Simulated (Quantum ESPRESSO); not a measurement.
Here is a Quantum ESPRESSO 7.5 calculation.

File pw.in:

```
&CONTROL
  calculation = 'scf'
  prefix = 'pwscf'
  outdir = './tmp'
  pseudo_dir = './pseudo'
  tprnfor = .true.
  disk_io = 'low'
/
&SYSTEM
  ibrav = 0
  celldm(1) = 8
  nat = 4
  ntyp = 2
  ecutwfc = 70
  nbnd = 28
  input_dft = 'blyp'
  occupations = 'smearing'
  smearing = 'fd'
  degauss = 0.00367493
/
&ELECTRONS
  conv_thr = 4d-09
  electron_maxstep = 150
  mixing_beta = 0.3
  mixing_mode = 'local-TF'
/
ATOMIC_SPECIES
Mo    95.9500 Mo_ONCV_PBE-1.2.upf
S     32.0600 S_ONCV_PBE-1.2.upf
CELL_PARAMETERS alat
  0.7521407801967   0.0000000000000   0.0000000000000
 -0.3760703901061   0.6513730228771   0.0000000000000
  0.0000000000000   0.0000000000000   7.6379422818548
ATOMIC_POSITIONS crystal
Mo     0.0000000000    0.0000000000    0.2319496766
S      0.3333333300    0.6666666600    0.2799269210
S      0.3333333300    0.6666666600    0.7200730790
Mo     0.0000000000    0.0000000000    0.7680503234
K_POINTS automatic
10 10 1 0 0 0
```

The input pp_density.in:

```
&INPUTPP
  prefix = 'pwscf'
  outdir = './tmp'
  filplot = 'density.dat'
  plot_num = 0
/
&PLOT
  nfile = 1
  filepp(1) = 'density.dat'
  iflag = 3
  output_format = 6
  fileout = 'density.cube'
/
```

File pp_potential.in:

```
&INPUTPP
  prefix = 'pwscf'
  outdir = './tmp'
  filplot = 'potential.dat'
  plot_num = 11
/
&PLOT
  nfile = 1
  filepp(1) = 'potential.dat'
  iflag = 3
  output_format = 6
  fileout = 'potential.cube'
/
```

Contents of pp_elf.in:

```
&INPUTPP
  prefix = 'pwscf'
  outdir = './tmp'
  filplot = 'elf.dat'
  plot_num = 8
/
&PLOT
  nfile = 1
  filepp(1) = 'elf.dat'
  iflag = 3
  output_format = 6
  fileout = 'elf.cube'
/
```

Potentials or basis: SG15 PBE 1.2.

Run with:

```bash
$ OMP_NUM_THREADS=1 mpirun -n 2 pw.x -nk 2 -in pw.in > pw.out
$ OMP_NUM_THREADS=1 mpirun -n 1 pp.x -in pp_density.in > pp_density.out
$ OMP_NUM_THREADS=1 mpirun -n 1 pp.x -in pp_potential.in > pp_potential.out
$ OMP_NUM_THREADS=1 mpirun -n 1 pp.x -in pp_elf.in > pp_elf.out
```

Task: What does it give for the work function of the upper face?

Result: 3.91 eV.

Task: Estimate the work function of the lower face.

Result: 3.91 eV.

Task: Predict the largest force.

Result: 0.391 eV/Å.

Task: What does it give for the band gap on the k mesh?

Result: None (metal or under the smearing width).

Forces on the atoms (eV/Å):
```
Mo   0.000  0.000  0.391
S    0.000  0.000 -0.388
S    0.000  0.000  0.388
Mo   0.000  0.000 -0.391
```

Caveat: the potentials were made for another functional, which shifts forces and pressure.
